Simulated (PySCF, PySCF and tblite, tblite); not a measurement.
# C₄H₅FO₃: conformers and averaged spectra

Aim: find the conformers of C₄H₅FO₃ (`O=C1C[C@@H](F)OCO1`), weigh them, and average their properties.

Programs: PySCF 2.14.0 with density-fitted response routines of our own, and tblite 0.8.0. All values are computed, except where a source is named. Atoms count from 0 throughout.

## Step 1: The starting structure

13 atoms, charge 0, multiplicity 1; geometry from: MMFF94s geometry.

Bonds of the start (Å): C1–C2 1.50, C1–O7 1.36, C2–C3 1.49, C2–H8 1.09, C2–H9 1.10, C3–F4 1.34, C3–H10 1.10, C3–O5 1.41, C6–H11 1.09, C6–H12 1.08, C6–O7 1.42, O0–C1 1.21, O5–C6 1.42.

## Step 2: GFN2-xTB relaxation, conformer 1

Job settings and geometry (Å):

```
{"job": {"xc": "GFN2-xTB", "basis": "xTB", "kind": "relax"}, "charge": 0, "multiplicity": 1}
O     -1.627500     2.044100     0.111500
C     -0.794800     1.162100     0.162800
C     -1.184600    -0.284000     0.187900
C     -0.070100    -1.142600    -0.290000
F      0.174100    -0.951700    -1.592900
O      1.098000    -0.851000     0.439900
C      1.510500     0.468200     0.125800
O      0.517400     1.464800     0.349400
H     -1.467200    -0.530700     1.215500
H     -2.063800    -0.408400    -0.468300
H     -0.313300    -2.209900    -0.145200
H      2.352700     0.706600     0.780000
H      1.864200     0.532900    -0.894000
```

Started as:

```sh
OMP_NUM_THREADS=1 python ens_run.py task.json out
```

The driver reads the study from task.json and runs its stages one after another.

What it wrote:

```text
step      E/eV     max force
  0    -763.31058    1.870
  1    -763.37737    2.181
  2    -763.40709    0.720
  3    -763.41895    0.367
  4    -763.43185    0.289
  5    -763.44200    0.332
  6    -763.44703    0.262
  7    -763.44980    0.123
  8    -763.45138    0.111
  9    -763.45237    0.087
 10    -763.45325    0.108
 11    -763.45438    0.115
 12    -763.45579    0.102
 13    -763.45713    0.104
 14    -763.45814    0.079
 15    -763.45893    0.070
 16    -763.45965    0.070
 17    -763.46025    0.059
 18    -763.46067    0.054
 19    -763.46098    0.057
 20    -763.46132    0.067
 21    -763.46169    0.058
 22    -763.46200    0.054
 23    -763.46225    0.047
 24    -763.46257    0.059
 25    -763.46313    0.091
 26    -763.46406    0.115
 27    -763.46531    0.112
 28    -763.46674    0.096
 29    -763.46826    0.126
 30    -763.46976    0.141
 31    -763.47130    0.138
 32    -763.47274    0.109
 33    -763.47394    0.078
 34    -763.47510    0.100
 35    -763.47620    0.192
 36    -763.47663    0.126
 37    -763.47762    0.095
 38    -763.47807    0.065
 39    -763.47852    0.067
 40    -763.47891    0.059
 41    -763.47943    0.063
 42    -763.47993    0.059
 43    -763.48042    0.083
 44    -763.48093    0.084
 45    -763.48041    0.334
 46    -763.48168    0.090
 47    -763.48209    0.071
 48    -763.48076    0.315
 49    -763.48328    0.062
 50    -763.48397    0.062
 51    -763.47362    0.623
 52    -763.48449    0.067
 53    -763.48475    0.085
 54    -763.48471    0.134
 55    -763.48470    0.104
 56    -763.48468    0.120
 57    -763.48469    0.107
 58    -763.48469    0.110
 59    -763.48471    0.100
 60    -763.48473    0.094
 61    -763.48483    0.079
 62    -763.48502    0.073
 63    -763.48555    0.074
 64    -763.48736    0.083
 65    -763.48981    0.379
 66    -763.49326    0.073
 67    -763.49752    0.143
 68    -763.49747    0.413
 69    -763.50058    0.137
 70    -763.50170    0.129
 71    -763.50304    0.153
 72    -763.50463    0.243
 73    -763.50688    0.149
 74    -763.51002    0.112
 75    -763.51119    0.093
 76    -763.51168    0.066
 77    -763.51192    0.069
 78    -763.51218    0.028
 79    -763.51218    0.028
 80    -763.51224    0.026
 81    -763.51240    0.025
 82    -763.51245    0.040
 83    -763.51250    0.017
 84    -763.51254    0.018
 85    -763.51257    0.015
 86    -763.51259    0.012
 87    -763.51261    0.012
 88    -763.51262    0.010
 89    -763.51264    0.008
 90    -763.51265    0.008
 91    -763.51265    0.007
 92    -763.51266    0.008
 93    -763.51267    0.009
 94    -763.51268    0.006
 95    -763.51268    0.005
 96    -763.51268    0.005
 97    -763.51269    0.007
 98    -763.51269    0.007
 99    -763.51270    0.005
100    -763.51270    0.004
101    -763.51270    0.003
```

Wall time 0.4 s (1 thread of Arm Neoverse V2, shared host).

The energy fell by 0.202 eV, and the atoms moved 0.73 Å (root mean square).

## Step 3: Shieldings, conformer 1: wB97X-D/pcSseg-1 in dichloromethane

Job settings and geometry (Å):

```
{"job": {"xc": "wB97X-D", "basis": "pcSseg-1", "solvent": "dichloromethane", "kind": "nmr", "pop": true}, "charge": 0, "multiplicity": 1}
O     -1.562554     1.773800     1.200410
C     -0.763011     1.109949     0.612931
C     -1.113615    -0.159792    -0.148034
C     -0.024948    -1.233975    -0.030519
F      0.139032    -1.819260    -1.277498
O      1.192254    -0.734615     0.384995
C      1.419624     0.566902    -0.060871
O      0.533460     1.470038     0.560680
H     -2.080405    -0.523872     0.194959
H     -1.208842     0.116169    -1.203616
H     -0.290566    -2.050730     0.650582
H      2.425971     0.848688     0.255369
H      1.329212     0.637184    -1.157116
```

What it wrote:

```text
coarse grid: 11792 points
cycle   1  E = -480.4007848821  dE =  1.788e+00  |g| = 1.236e+00  |ddm| = 3.177e+00
cycle   2  E = -480.2597473358  dE =  1.410e-01  |g| = 1.594e+00  |ddm| = 1.540e+00
cycle   3  E = -480.6755995100  dE = -4.159e-01  |g| = 1.548e-01  |ddm| = 9.095e-01
cycle   4  E = -480.6790297382  dE = -3.430e-03  |g| = 7.359e-02  |ddm| = 1.135e-01
cycle   5  E = -480.6799117186  dE = -8.820e-04  |g| = 1.289e-02  |ddm| = 4.406e-02
cycle   6  E = -480.6799473241  dE = -3.561e-05  |g| = 4.739e-03  |ddm| = 1.326e-02
cycle   7  E = -480.6799524514  dE = -5.127e-06  |g| = 1.492e-03  |ddm| = 4.479e-03
final grid: 116920 points
cycle   8  E = -480.7661408683  dE = -1.811e-04  |g| = 7.412e-03  |ddm| = 3.827e-02
cycle   9  E = -480.7661418731  dE = -1.005e-06  |g| = 7.954e-03  |ddm| = 9.459e-03
cycle  10  E = -480.7661507926  dE = -8.919e-06  |g| = 6.941e-04  |ddm| = 3.921e-03
cycle  11  E = -480.7661508937  dE = -1.010e-07  |g| = 4.247e-04  |ddm| = 1.187e-03
cycle  12  E = -480.7661509298  dE = -3.616e-08  |g| = 1.003e-04  |ddm| = 3.127e-04
cycle  13  E = -480.7661509318  dE = -1.928e-09  |g| = 4.286e-05  |ddm| = 1.163e-04
cycle  14  E = -480.7661509322  dE = -4.717e-10  |g| = 1.234e-05  |ddm| = 5.125e-05
converged SCF energy = -480.7661509322

GIAO shielding tensors (ppm)
atom      isotropic    diamagn.    paramagn.     s11        s22        s33       span
  0 O      -94.926     399.827    -494.752   -381.706   -192.165    289.094    670.799
  1 C       13.227     248.180    -234.954    -85.301     45.320     79.661    164.961
  2 C      144.889     254.646    -109.757    129.778    138.298    166.591     36.813
  3 C       76.840     241.956    -165.117     52.884     73.704    103.930     51.046
  4 F      319.629     474.855    -155.226    220.086    352.439    386.362    166.276
  5 O      215.479     397.659    -182.180    157.713    177.675    311.049    153.336
  6 C       96.289     244.275    -147.986     74.308     96.413    118.148     43.841
  7 O       94.966     400.808    -305.842    -99.087    132.516    251.469    350.556
  8 H       28.346      29.476      -1.130     24.447     27.648     32.944      8.498
  9 H       28.626      29.884      -1.257     25.597     27.863     32.419      6.822
 10 H       25.522      28.115      -2.593     22.911     23.963     29.692      6.781
 11 H       26.047      27.361      -1.313     21.434     25.463     31.245      9.812
 12 H       25.841      29.490      -3.649     22.373     25.484     29.667      7.294
```

Run time: 20 s. Hardware: 1 thread of Arm Neoverse V2, shared host; peak memory 0.85 GiB.

This run: HOMO -10.36 eV, LUMO 1.74 eV; dipole 2.91 D.

## Step 4: Single-point energy, conformer 1: B3LYP/def2-SVP in dichloromethane

Changed since step 3:

```diff
@@ -1,2 +1,2 @@
-{"job": {"xc": "wB97X-D", "basis": "pcSseg-1", "solvent": "dichloromethane", "kind": "nmr", "pop": true}, "charge": 0, "multiplicity": 1}
+{"job": {"xc": "B3LYP", "basis": "def2-SVP", "solvent": "dichloromethane", "kind": "sp"}, "charge": 0, "multiplicity": 1}
 O     -1.562554     1.773800     1.200410
```

What it wrote:

```text
coarse grid: 11792 points
cycle   1  E = -480.2438611277  dE =  1.489e+00  |g| = 1.187e+00  |ddm| = 3.936e+00
cycle   2  E = -479.6787826102  dE =  5.651e-01  |g| = 2.096e+00  |ddm| = 3.175e+00
cycle   3  E = -480.4792667874  dE = -8.005e-01  |g| = 3.201e-01  |ddm| = 2.369e+00
cycle   4  E = -480.4976002960  dE = -1.833e-02  |g| = 9.947e-02  |ddm| = 3.163e-01
cycle   5  E = -480.4991998918  dE = -1.600e-03  |g| = 2.798e-02  |ddm| = 8.621e-02
cycle   6  E = -480.4993703757  dE = -1.705e-04  |g| = 6.814e-03  |ddm| = 2.851e-02
cycle   7  E = -480.4993783405  dE = -7.965e-06  |g| = 2.492e-03  |ddm| = 6.174e-03
final grid: 116920 points
cycle   8  E = -480.5953693297  dE = -3.744e-05  |g| = 7.779e-03  |ddm| = 3.109e-02
cycle   9  E = -480.5953488595  dE =  2.047e-05  |g| = 1.317e-02  |ddm| = 1.729e-02
cycle  10  E = -480.5953804689  dE = -3.161e-05  |g| = 1.273e-03  |ddm| = 1.134e-02
cycle  11  E = -480.5953807594  dE = -2.905e-07  |g| = 3.524e-04  |ddm| = 1.195e-03
cycle  12  E = -480.5953807786  dE = -1.920e-08  |g| = 1.267e-04  |ddm| = 3.497e-04
cycle  13  E = -480.5953807819  dE = -3.299e-09  |g| = 2.527e-05  |ddm| = 1.170e-04
cycle  14  E = -480.5953807820  dE = -1.049e-10  |g| = 9.663e-06  |ddm| = 2.433e-05
converged SCF energy = -480.5953807820
```

Run time: 6.6 s. Hardware: 1 thread of Arm Neoverse V2, shared host; peak memory 0.6 GiB.

This run: HOMO -7.87 eV, LUMO -0.17 eV; dipole 2.70 D.

## Step 5: Couplings, conformer 1: B3LYP/pcJ-1+6-31G*

Changed since step 4:

```diff
@@ -1,2 +1,2 @@
-{"job": {"xc": "B3LYP", "basis": "def2-SVP", "solvent": "dichloromethane", "kind": "sp"}, "charge": 0, "multiplicity": 1}
+{"job": {"xc": "B3LYP", "basis": {"default": "6-31G*", "H": "pcJ-1", "F": "pcJ-1"}, "nuclei": ["H", "F", "P", "Si", "B"], "kind": "j"}, "charge": 0, "multiplicity": 1}
 O     -1.562554     1.773800     1.200410
```

What it wrote:

```text
coarse grid: 11792 points
cycle   1  E = -480.7285174608  dE =  1.565e+00  |g| = 1.206e+00  |ddm| = 3.477e+00
cycle   2  E = -480.0060445181  dE =  7.225e-01  |g| = 2.288e+00  |ddm| = 2.662e+00
cycle   3  E = -480.9641289890  dE = -9.581e-01  |g| = 3.952e-01  |ddm| = 2.079e+00
cycle   4  E = -480.9926891024  dE = -2.856e-02  |g| = 1.198e-01  |ddm| = 3.658e-01
cycle   5  E = -480.9949726837  dE = -2.284e-03  |g| = 3.681e-02  |ddm| = 9.755e-02
cycle   6  E = -480.9952669207  dE = -2.942e-04  |g| = 8.776e-03  |ddm| = 3.373e-02
cycle   7  E = -480.9952797359  dE = -1.282e-05  |g| = 3.468e-03  |ddm| = 7.315e-03
cycle   8  E = -480.9952819227  dE = -2.187e-06  |g| = 6.837e-04  |ddm| = 2.675e-03
final grid: 116920 points
cycle   9  E = -480.9459226437  dE = -6.321e-05  |g| = 7.338e-03  |ddm| = 2.343e-02
cycle  10  E = -480.9459064112  dE =  1.623e-05  |g| = 1.203e-02  |ddm| = 1.303e-02
cycle  11  E = -480.9459328051  dE = -2.639e-05  |g| = 1.850e-03  |ddm| = 8.682e-03
cycle  12  E = -480.9459334162  dE = -6.111e-07  |g| = 5.321e-04  |ddm| = 1.623e-03
cycle  13  E = -480.9459334618  dE = -4.553e-08  |g| = 1.710e-04  |ddm| = 4.600e-04
cycle  14  E = -480.9459334670  dE = -5.224e-09  |g| = 4.056e-05  |ddm| = 1.396e-04
cycle  15  E = -480.9459334673  dE = -2.799e-10  |g| = 1.454e-05  |ddm| = 3.570e-05
converged SCF energy = -480.9459334673

Indirect spin-spin couplings (Hz)
  i      j    bonds     total        FC       PSO       DSO        SD
  4 F    8 H    3      5.846     5.534     1.481    -0.830    -0.339
  4 F    9 H    3     29.536    30.306    -0.677     0.957    -1.050
  4 F   10 H    2     64.847    67.431     2.081    -0.691    -3.974
  4 F   11 H    4     -0.347    -0.042     1.131    -1.342    -0.094
  4 F   12 H    4      2.248     1.510     0.132     0.952    -0.346
  8 H    9 H    2    -18.429   -18.270     1.482    -1.641         -
  8 H   10 H    3      7.892     7.619    -0.440     0.713         -
  8 H   11 H    5     -0.891    -0.226     1.397    -2.062         -
  8 H   12 H    5     -0.464     0.007     1.046    -1.517         -
  9 H   10 H    3      4.314     5.019     1.503    -2.208         -
  9 H   11 H    5     -0.490     0.032     1.071    -1.594         -
 10 H   12 H    4     -1.496    -0.776     1.485    -2.205         -
 11 H   12 H    2     -7.936    -7.613     1.502    -1.825         -
```

It took 19 s on 1 thread of Arm Neoverse V2, shared host; peak memory 0.81 GiB.

In short: HOMO -7.69 eV, LUMO -0.15 eV; dipole 1.96 D.

[end of part 1 of 2]
